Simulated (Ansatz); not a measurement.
# C₂H₈GeSe: a ladder of functionals and wavefunction methods

One table from this session's results is given with a row withheld; the runs are named, their logs left out.

Computed with Ansatz 0.2.0, Gaussian basis. Level: functionals in def2-TZVPP, the program's frozen cores in correlated methods.

Plan: LDA (SPW92), PBE-D4, revPBE-D4, BLYP-D4, r2SCAN-D4, B97M-V, PBE0-D4, B3LYP-D4, r2SCANh-D4, r2SCAN0-D4, HSE06-D4, BHLYP-D4, CAM-B3LYP-D4, LC-ωPBE, ωB97X-V, ωB97M-V, B2PLYP, PBE-QIDH; CCSD(T)/def2-SVP; CCSD(T)/def2-TZVPP; MP2/def2-QZVPP; extrapolation to the limit; RPA on PBE.

### Structure used throughout

An earlier PBE0-D4 in a triple-zeta def2 set relaxation fixed the geometry.

SMILES `[CH3][GeH2][Se]C`, 12 atoms, charge 0, spin multiplicity 1.

Atoms are counted from 1 here; the program's logs count them from 0.

Bond lengths: C1–Ge2 1.952 Å, C1–H5 1.091 Å, C1–H6 1.092 Å, C1–H7 1.090 Å, Ge2–Se3 2.351 Å, Ge2–H8 1.543 Å, Ge2–H9 1.538 Å, Se3–C4 1.957 Å, C4–H10 1.089 Å, C4–H11 1.089 Å, C4–H12 1.088 Å. Angles: Ge2–C1–H5 110.3°, Ge2–C1–H6 110.1°, Ge2–C1–H7 109.8°, H5–C1–H6 108.6°, H5–C1–H7 108.9°, H6–C1–H7 109.2°, C1–Ge2–Se3 111.3°, C1–Ge2–H8 110.1°, C1–Ge2–H9 111.3°, Se3–Ge2–H8 108.5°, Se3–Ge2–H9 105.5°, H8–Ge2–H9 110.0°, Ge2–Se3–C4 96.8°, Se3–C4–H10 106.4°, Se3–C4–H11 110.3°, Se3–C4–H12 110.8°, H10–C4–H11 109.4°, H10–C4–H12 109.3° and more.

The first run:

in.yaml reads:

```yaml
crystal:
  periodic: [false, false, false]
  atoms:
    - {symbol: C, position_ang: [-1.376636, 1.214166, 0.152272]}
    - {symbol: Ge, position_ang: [-0.281946, 0.060916, 1.284693]}
    - {symbol: Se, position_ang: [1.908994, -0.122500, 0.450894]}
    - {symbol: C, position_ang: [1.451584, -1.068935, -1.199424]}
    - {symbol: H, position_ang: [-1.443716, 0.802102, -0.855380]}
    - {symbol: H, position_ang: [-2.385003, 1.294407, 0.562844]}
    - {symbol: H, position_ang: [-0.931800, 2.207879, 0.097635]}
    - {symbol: H, position_ang: [-0.898929, -1.351848, 1.355928]}
    - {symbol: H, position_ang: [-0.136324, 0.642523, 2.701085]}
    - {symbol: H, position_ang: [2.393630, -1.292416, -1.697452]}
    - {symbol: H, position_ang: [0.934512, -1.999429, -0.971101]}
    - {symbol: H, position_ang: [0.842635, -0.441965, -1.847893]}
basis:
  gaussian: {orbitals: def2-TZVPP}
hamiltonian: {xc: lda}
output: {orbitals: {seedname: orbitals}}
```

Started as:

```bash
> ansatz run in.yaml --threads 2 --pin off --events-out ev --progress --plain --max-ram 20480MiB --backend cpu
```

Among the steps run: LDA; PBE-D4 (GGA); revPBE-D4 (GGA); BLYP-D4 (GGA); r2SCAN-D4 (meta-GGA); B97M-V (meta-GGA); PBE0-D4 (hybrid); B3LYP-D4 (hybrid); r2SCANh-D4 (hybrid); r2SCAN0-D4 (hybrid); HSE06-D4 (hybrid); BHLYP-D4 (hybrid); CAM-B3LYP-D4 (range-separated); LC-ωPBE (range-separated); ωB97X-V (range-separated); ωB97M-V (range-separated); B2PLYP (double hybrid); PBE-QIDH (double hybrid).

One of the session's tables, all rows but one given; the rest of the session is left out.

It belongs to the step «Frontier levels by functional». 

| functional | HOMO (eV) | gap (eV) |
| --- | --- | --- |
| LDA (SPW92) | -5.32 | 4.35 |
| PBE-D4 | -5.20 | 4.45 |
| revPBE-D4 | -5.16 | 4.49 |
| BLYP-D4 | -5.05 | 4.37 |
| r2SCAN-D4 | -5.45 | 4.97 |
| B97M-V | -5.57 | 5.03 |
| PBE0-D4 | -6.33 | 6.45 |
| B3LYP-D4 | -6.11 | 5.96 |
| r2SCANh-D4 | ? | ? |
| r2SCAN0-D4 | -6.49 | 6.77 |
| HSE06-D4 | -5.94 | 5.68 |
| BHLYP-D4 | -7.32 | 8.29 |
| CAM-B3LYP-D4 | -7.61 | 8.69 |
| LC-ωPBE | -8.96 | 11.23 |
| ωB97X-V | -8.62 | 10.75 |
| ωB97M-V | -8.50 | 10.37 |

**Question.** Estimate the row for r2SCANh-D4.

Worked estimate for «HOMO (eV)». Against the share of exact exchange, r2SCAN-D4 (0, -5.45), r2SCAN0-D4 (0.25, -6.49) give a slope of -4.16 per unit share; at 0.1 the line stands at -5.87.

**Answer.** HOMO (eV): -5.87; gap (eV): 5.69. In «HOMO (eV)» the line misses by 0.00.
